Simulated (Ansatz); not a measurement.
# C2H3AlFN (SMILES [CH3][Al]([F])[C]#N) at wB97X/cc-pVDZ

What is the energy change on altering one bond length of C2H3AlFN at wB97X/cc-pVDZ? 

Program for the calculation: Ansatz 0.2.0.

114 further runs of the same task are left out: 114 set aside as unsound or not needed. Runs told in other sessions of the task aren't counted.

## 1. The structure to begin with

C2H3AlFN: 8 atoms, total charge 0, spin state singlet. SMILES: `[CH3][Al]([F])[C]#N`. The coordinates come from a PBE0-D4/def2-TZVP relaxation.

Bond lengths: C1–Al2 1.922 Å, Al2–F3 1.642 Å, Al2–C4 1.932 Å, C4–N5 1.154 Å, C1–H6 1.094 Å, C1–H7 1.094 Å, C1–H8 1.092 Å. Angles: C1–Al2–F3 122.9°, C1–Al2–C4 123.0°, F3–Al2–C4 114.1°, Al2–C4–N5 177.1°, Al2–C1–H6 110.8°, Al2–C1–H7 110.8°, Al2–C1–H8 111.7°, H6–C1–H7 106.8°, H6–C1–H8 108.2°, H7–C1–H8 108.2°.

## 2. The energy at wB97X/cc-pVDZ

run.yaml

```yaml
crystal:
  periodic: [false, false, false]
  atoms:
    - symbol: C
      position_ang: [-0.796200, -0.780200, 0.685800]
    - symbol: Al
      position_ang: [0.733700, 0.022200, -0.157100]
    - symbol: F
      position_ang: [2.249400, -0.595500, -0.030200]
    - symbol: C
      position_ang: [0.623900, 1.626000, -1.228300]
    - symbol: N
      position_ang: [0.500000, 2.584900, -1.857400]
    - symbol: H
      position_ang: [-0.942000, -1.805200, 0.332600]
    - symbol: H
      position_ang: [-0.659200, -0.835500, 1.769600]
    - symbol: H
      position_ang: [-1.709600, -0.216500, 0.485000]
basis:
  gaussian: {orbitals: cc-pVDZ}
hamiltonian: {xc: {name: wB97X}}
accuracy: high
output: {orbitals: {seedname: orbitals}}
```

The run is started by

```bash
$ ansatz run run.yaml --threads 1 --pin off --max-ram 2610MiB --events-out events.jsonl --progress --plain --runs-dir runs
```

Log:

```text
Warning: RAYON_NUM_THREADS=1 ignored (pool sized by the plan → 1); use --threads N
Functional definition: wB97X
  name "wB97X"
  parameter omega = 0.3/bohr
  parameter cx = 0.157706
  parameter cx1 = 0.726479
  parameter cx2 = 1.04760
  parameter cx3 = -5.70635
  parameter cx4 = 13.2794
  parameter css1 = -4.33879
  parameter css2 = 18.2308
  parameter css3 = -31.7430
  parameter css4 = 17.2901
  parameter cos1 = 2.37031
  parameter cos2 = -11.3995
  parameter cos3 = 6.58405
  parameter cos4 = -3.78132
  exchange = spin_sum(e_x_unif_sr(omega)*poly(b97_u_x, 1 - cx, cx1, cx2, cx3, cx4)) + cx*exact_x_sr(omega)
      + exact_x_lr(omega)
  correlation = spin_sum(e_c_pw_same_spin*poly(b97_u_same, 1, css1, css2, css3, css4))
      + integral(e_c_pw_opposite_spin*poly(b97_u_opposite, 1, cos1, cos2, cos3, cos4))
1997 factors; integrals over basis functions are off by at most 3.9e-9 eV
397 factors; integrals over basis functions are off by at most 2.3e-9 eV
mean field evaluation 1: about -12921.4636 eV, gradient 5.2e1 eV
mean field evaluation 2: about -12920.8621 eV, gradient 5.9e1 eV
mean field evaluation 4: about -12927.0021 eV, gradient 2.7e0 eV
mean field evaluation 8: about -12927.1354 eV, gradient 2.6e-1 eV
mean field evaluation 16: about -12927.1356 eV, gradient 4.2e-5 eV
mean field -12927.13557183 eV, -475.0634699376 hartree, gradient 4.0e-8 eV, S^2 0.000000; 0 other end points of the search recorded, 0 dependent functions left out
reference -12927.13556834 eV, -475.0634698093 hartree; 22, 22 occupied and 67, 67 virtual orbitals, 1997 factors
Total energy: -12927.13556834 eV, -475.0634698093 hartree
```

Run time: 30 s. Hardware: 1 thread of Arm Neoverse V2, shared host; peak memory 0.52 GiB.

## 3. The distorted shape

molecule.yaml

```yaml
basis:
  gaussian:
    orbitals: cc-pVDZ
crystal:
  periodic: [false, false, false]
  atoms:
    - {symbol: C, position_ang: [-0.779731, -1.020749, 0.846466]}
    - {symbol: Al, position_ang: [0.750169, -0.218349, 0.003566]}
    - {symbol: F, position_ang: [2.265869, -0.836049, 0.130466]}
    - {symbol: C, position_ang: [0.623900, 1.626000, -1.228300]}
    - {symbol: N, position_ang: [0.500000, 2.584900, -1.857400]}
    - {symbol: H, position_ang: [-0.925531, -2.045749, 0.493266]}
    - {symbol: H, position_ang: [-0.642731, -1.076049, 1.930266]}
    - {symbol: H, position_ang: [-1.693131, -0.457049, 0.645666]}
hamiltonian:
  xc: {name: wB97X}
accuracy: high
output: {orbitals: {seedname: orbitals}}
```

The run is started by

```bash
$ ansatz run molecule.yaml --threads 1 --pin off --max-ram 2610MiB --events-out events.jsonl --progress --plain --runs-dir runs
```

Log, cut to the lines that bear on the results:

```text
Warning: RAYON_NUM_THREADS=1 ignored (pool sized by the plan → 1); use --threads N
[... 2 set-up lines as earlier in the session ...]
[...]
      + exact_x_lr(omega)
[...]
      + integral(e_c_pw_opposite_spin*poly(b97_u_opposite, 1, cos1, cos2, cos3, cos4))
1989 factors; integrals over basis functions are off by at most 6.3e-9 eV
403 factors; integrals over basis functions are off by at most 2.5e-9 eV
[...]
mean field -12926.71561342 eV, -475.0480367508 hartree, gradient 4.4e-8 eV, S^2 0.000000; 0 other end points of the search recorded, 0 dependent functions left out
reference -12926.71560993 eV, -475.0480366225 hartree; 22, 22 occupied and 67, 67 virtual orbitals, 1989 factors
Total energy: -12926.71560993 eV, -475.0480366225 hartree
```

Wall time 29 s (1 thread of Arm Neoverse V2, shared host); peak memory 0.52 GiB.

## 4. Summary of results

At wB97X/cc-pVDZ:

| quantity | value |
| --- | --- |
| first shape: total energy | -475.06347 Eh |
| first shape: HOMO energy | -11.79 eV |
| first shape: LUMO energy | 0.33 eV |
| first shape: HOMO–LUMO gap | 12.13 eV |
| distorted shape: total energy | -475.04804 Eh |
| distorted shape: HOMO energy | -11.72 eV |
| distorted shape: LUMO energy | 0.31 eV |
| distorted shape: HOMO–LUMO gap | 12.03 eV |
| energy change with the Al2–C4 bond stretched from 1.932 to 2.221 Å | 0.420 eV |

What this shows: With the Al2–C4 bond stretched from 1.932 to 2.221 Å the energy rises by 0.42 eV (40.5 kJ/mol). The first shape isn't relaxed at this level, so the change isn't measured from a minimum.
